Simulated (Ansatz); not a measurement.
# C2H3ClGe: up Jacob's ladder to CCSD(T)

Aim: compute C2H3ClGe with functionals from several rungs and with coupled cluster. The yardstick is the atomisation energy at the CCSD(T) limit.

Computed with Ansatz 0.2.0, Gaussian basis. Level: functionals in def2-TZVPP, the program's frozen cores in correlated methods.

Levels to be run: LDA (SPW92), PBE-D4, revPBE-D4, BLYP-D4, r2SCAN-D4, B97M-V, PBE0-D4, B3LYP-D4, r2SCANh-D4, r2SCAN0-D4, HSE06-D4, BHLYP-D4, CAM-B3LYP-D4, LC-ωPBE, ωB97X-V, ωB97M-V, B2PLYP, PBE-QIDH; CCSD(T)/def2-SVP; CCSD(T)/def2-TZVPP; MP2/def2-QZVPP; extrapolation to the limit; RPA on PBE.

## Step 1: The geometry

An earlier PBE0-D4 in a triple-zeta def2 set relaxation fixed the geometry.

SMILES `Cl[C]1=[CH][GeH2]1`, 7 atoms, charge 0, spin multiplicity 1.

Atoms are counted from 1 here; the program's logs count them from 0.

Bond lengths: Cl1–C2 1.703 Å, C2–C3 1.319 Å, C2–Ge4 1.904 Å, C3–Ge4 1.924 Å, C3–H5 1.082 Å, Ge4–H6 1.531 Å, Ge4–H7 1.531 Å. Angles: Cl1–C2–C3 136.0°, Cl1–C2–Ge4 153.3°, C3–C2–Ge4 70.7°, C2–C3–Ge4 69.0°, C2–C3–H5 138.5°, Ge4–C3–H5 152.5°, C2–Ge4–C3 40.3°, C2–Ge4–H6 120.3°, C2–Ge4–H7 120.3°, C3–Ge4–H6 120.3°, C3–Ge4–H7 120.3°, H6–Ge4–H7 115.0°.

Geometry (Å):

```xyz
7
charge 0, multiplicity 1
Cl   -1.27408   -2.13750    0.87329
C    -0.37744   -0.79909    0.32118
C     0.90065   -0.49359    0.21085
Ge   -0.20821    0.94899   -0.41459
H     1.86208   -0.94594    0.41594
H    -0.43825    2.18182    0.46335
H    -0.40346    1.17711   -1.91572
```

## Step 2: LDA

This LDA is Slater exchange with PW92 correlation.

File in.yaml:

```yaml
crystal:
  periodic: [false, false, false]
  atoms:
    - {symbol: Cl, position_ang: [-1.274080, -2.137499, 0.873293]}
    - {symbol: C, position_ang: [-0.377436, -0.799093, 0.321178]}
    - {symbol: C, position_ang: [0.900651, -0.493587, 0.210849]}
    - {symbol: Ge, position_ang: [-0.208209, 0.948993, -0.414589]}
    - {symbol: H, position_ang: [1.862078, -0.945941, 0.415944]}
    - {symbol: H, position_ang: [-0.438249, 2.181820, 0.463347]}
    - {symbol: H, position_ang: [-0.403455, 1.177107, -1.915721]}
basis:
  gaussian: {orbitals: def2-TZVPP}
hamiltonian: {xc: lda}
output: {orbitals: {seedname: orbitals}}
```

Started as:

```
> ansatz run in.yaml --threads 2 --pin off --events-out ev --progress --plain --max-ram 4352MiB
```

After this run come: PBE-D4 (GGA); revPBE-D4 (GGA); BLYP-D4 (GGA); r2SCAN-D4 (meta-GGA); B97M-V (meta-GGA); B3LYP-D4 (hybrid); r2SCANh-D4 (hybrid); r2SCAN0-D4 (hybrid); HSE06-D4 (hybrid); BHLYP-D4 (hybrid); CAM-B3LYP-D4 (range-separated); LC-ωPBE (range-separated); ωB97X-V (range-separated); ωB97M-V (range-separated); B2PLYP (double hybrid); PBE-QIDH (double hybrid); CCSD(T) in def2-SVP; CCSD(T) in def2-TZVPP; MP2 in def2-QZVPP; RPA on PBE orbitals.

Q: Predict the results of all the runs planned. Wanted: atomisation energy, CCSD(T)/CBS; farthest beyond LDA; mean size of error, GGA; mean size of error, meta-GGA; mean size of error, hybrid; mean size of error, range-separated; mean size of error, double hybrid; gap, smallest and largest; T1 diagnostic.

The runs gave:

| quantity | value |
| --- | --- |
| atomisation energy, CCSD(T)/CBS | 2343.7 kJ/mol |
| functionals within 23.4 kJ/mol (1.0 %) | revPBE-D4, BLYP-D4, r2SCAN-D4, PBE0-D4, r2SCANh-D4, CAM-B3LYP-D4, LC-ωPBE, ωB97X-V, ωB97M-V, PBE-QIDH |
| farthest beyond LDA | BHLYP-D4 (-110.7 kJ/mol) |
| mean size of error, GGA | 35.9 kJ/mol |
| mean size of error, meta-GGA | 26.2 kJ/mol |
| mean size of error, hybrid | 35.4 kJ/mol |
| mean size of error, range-separated | 11.8 kJ/mol |
| mean size of error, double hybrid | 19.8 kJ/mol |
| gap, smallest and largest | 4.90 eV (BLYP-D4), 11.67 eV (LC-ωPBE) |
| T1 diagnostic | 0.0126 |
| triples share of the correlation energy | 4.7 % |

**Reading.** LDA overbinds by 417.0 kJ/mol (18 %). PBE-D4 misses by +80.2 kJ/mol. Double hybrids carry the basis error of their MP2 part in triple zeta, and no dispersion term here, so their miss is partly the set-up's. The rungs range-separated, double hybrid miss on average by less than the doubt on the reference (23.4 kJ/mol), so they tie. Misses under about 23.4 kJ/mol are within the doubt on the reference itself, which lacks core-valence correlation, relativity and higher excitations, and its outer-core shells are covered unevenly. Hartree-Fock recovers 68 % of the binding; the rest is correlation. CCSD(T) in def2-SVP is off by -147.3 kJ/mol, which most functionals beat. The gap grows from 4.9 to 11.7 eV across the functionals, mostly with the share of exact exchange. Correlated methods include outer-core shells of Ge, which these sets cover unevenly.
